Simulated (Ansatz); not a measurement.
# Ga3MoRu: the cost of one run

Method: DFT PBE, scalar-relativistic, plane waves, PAW, in Ansatz 0.2.0.

## (1) Starting point

It takes space group Pm-3m (No. 221, cubic). Conventional cell: a = 4.166 Å, b = 4.166 Å, c = 4.166 Å, α = 90.00°, β = 90.00°, γ = 90.00°. Ga (site symmetry 4/mmm) is surrounded by 2 Mo at 2.08 Å. Mo (site symmetry m-3m) is surrounded by 6 Ga at 2.08 Å. Ru (site symmetry m-3m) is surrounded by 12 Ga at 2.95 Å.

As a file:

```xyz
5
Lattice="4.1655 0.0000 0.0000 0.0000 4.1655 0.0000 0.0000 0.0000 4.1655" Properties=species:S:1:pos:R:3 pbc="T T T"
Ga    2.0828    2.0828    0.0000
Ga    0.0000    2.0828    2.0828
Ga    2.0828    0.0000    2.0828
Mo    2.0828    2.0828    2.0828
Ru    0.0000    0.0000    0.0000
```

The cell is invented: species swapped into a database cell of KVF3 (Pm-3m, No. 221), with Ru on the K sites, Mo on the V sites and Ga on the F sites. The dimensions are guesses.

## (2) Probe: one point on a coarse mesh

input.yaml

```yaml
crystal:
  lattice:
    - [4.1655494, 0.0, 0.0]
    - [0.0, 4.1655494, 0.0]
    - [0.0, 0.0, 4.1655494]
  atoms:
    - { symbol: Ga, position: [0.5, 0.5, 0.0] }
    - { symbol: Ga, position: [0.0, 0.5, 0.5] }
    - { symbol: Ga, position: [0.5, 0.0, 0.5] }
    - { symbol: Mo, position: [0.5, 0.5, 0.5] }
    - { symbol: Ru, position: [0.0, 0.0, 0.0] }
basis:
  ecutwfc: 420
kpoints:
  mp_grid: { grid: [4, 4, 4] }
hamiltonian:
  xc: pbe
scf:
  occupations: { method: gaussian, width: 0.1 }
  lower_state_search: "off"
output:
  forces: true
  stress: true
  eigenvalues: true
```

Command:

```
$ ansatz run input.yaml --threads 1 --pin off --max-ram 2560MiB --backend cpu --events-out ev --progress --plain --runs-dir out
```

Q: Estimate wall time and peak memory on 1 thread of Intel Xeon at 2.50GHz (Skylake/Cascade Lake), shared host.

About 3.4 s, with a peak of 0.38 GiB.
